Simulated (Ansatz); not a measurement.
Crystal: NaLaMnMoO6.

```
Na La Mn Mo O
1.0
    -2.72294    2.72294    3.89889
     2.72294   -2.72294    3.89889
     2.72294    2.72294   -3.89889
Na La Mn Mo O
1 1 1 1 6
Direct
  0.25000 0.75000 0.50000
  0.75000 0.25000 0.50000
  0.50000 0.50000 0.00000
  0.00000 0.00000 0.00000
  0.20766 0.29607 0.50371
  0.29605 0.79234 0.08841
  0.79236 0.70395 0.49629
  0.70393 0.20764 0.91159
  0.25194 0.25194 0.00000
  0.74806 0.74806 0.00000
```

The cell was built by a generator and needn't be a form met in nature.

Base run:

| Quantity | Value |
| --- | --- |
| Program | Ansatz 0.2.0 |
| Functional | PBE |
| Potentials or basis | Ansatz PAW |
| Cutoff | 420 eV (not typed: the program's choice for these potentials) |
| k mesh | 7 × 7 × 7 |
| Occupations | fermi-dirac, width 0.05 eV |
| Spin | collinear spin, ferromagnetic start |
| Starting moments | [0.0, 0.0, 4.0, 1.0, 0.0, 0.0, 0.0, 0.0, 0.0, 0.0] μB |

Its results: band gap on the k mesh none (metal or under the smearing width); pressure 0.3 GPa; net moment 1.96 μB per cell; site moments Na +0.00; La -0.01; Mn +2.24; Mo -0.37; O +0.01 μB; largest force 0.083 eV/Å.

Task: After a change of settings the same cell gave: band gap on the k mesh none (metal or under the smearing width); pressure -5.7 GPa; net moment 1.67 μB per cell; site moments Na -0.00; La -0.01; Mn +2.84; Mo -0.81; O -0.01 μB; largest force 0.716 eV/Å. Which change was it?
A. functional from PBE to revPBE
B. functional from PBE to r2SCAN; cutoff from 420 eV (not typed: the program's choice for these potentials) to 500 eV (not typed: the program's choice for these potentials)
C. functional from PBE to PBEsol
D. functional from PBE to r2SCAN0; cutoff from 420 eV (not typed: the program's choice for these potentials) to 500 eV (not typed: the program's choice for these potentials); k mesh from 7 × 7 × 7 to 3 × 3 × 3

Result: D.

Caveats: some runs use coarse meshes; a cell with one magnetic atom can't hold antiferromagnetic order, which such compounds often take; the starting moments weren't kept; semilocal functionals often make such compounds metallic where correlation or magnetic order opens a gap, which also shifts bond lengths (some runs); the magnetic or orbital state may not be the lowest (some runs); the PAW data sets come from PBE, with cores solved anew for the run's functional, which leaves a small shift of forces and pressure (some runs); the thresholds are loose for stress (some runs).
